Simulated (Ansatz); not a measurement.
Runs of Ansatz 0.2.0 on AlIn. It takes space group P6/mmm (No. 191, hexagonal). Conventional cell: a = 3.054 Å, b = 3.054 Å, c = 5.828 Å, α = 90.00°, β = 90.00°, γ = 120.00°. Around Al (site symmetry 6/mmm) lie 2 In at 2.91 Å and 6 Al at 3.05 Å. In (site symmetry 6/mmm) is surrounded by 2 Al at 2.91 Å and 6 In at 3.05 Å. The cell was built by a generator and needn't be a form met in nature.

```csv
level,cutoff (eV),gap on the mesh (eV),pressure (GPa)
BLYP,420,none,4.3
RPBE,420,none,(b)
PBEsol,420,none,-2.3
r2SCAN,500,none,(a)
revPBE,420,none,1.0
LDA,420,none,-3.4
```

Alike in all rows: task band structure; potentials or basis Ansatz PAW; no spin polarisation; cell as given; k mesh 6 × 6 × 3; smearing fermi-dirac 0.05 eV; the mesh is coarse, so values aren't converged.

**Question.** Estimate the missing entries.

**Answer.** (a) -1.5; (b) 1.3.

Caveats: all runs use coarse meshes; spin-orbit coupling is left out, which moves the levels of the heavy elements; the PAW data sets come from PBE, with cores solved anew for the run's functional, which leaves a small shift of forces and pressure.

A k mesh can miss the band edges, and the runs leave out spin-orbit coupling on In.

A gap of «none» marks a metal or a gap under the smearing width.

Runs at the PBE level aren't shown here.
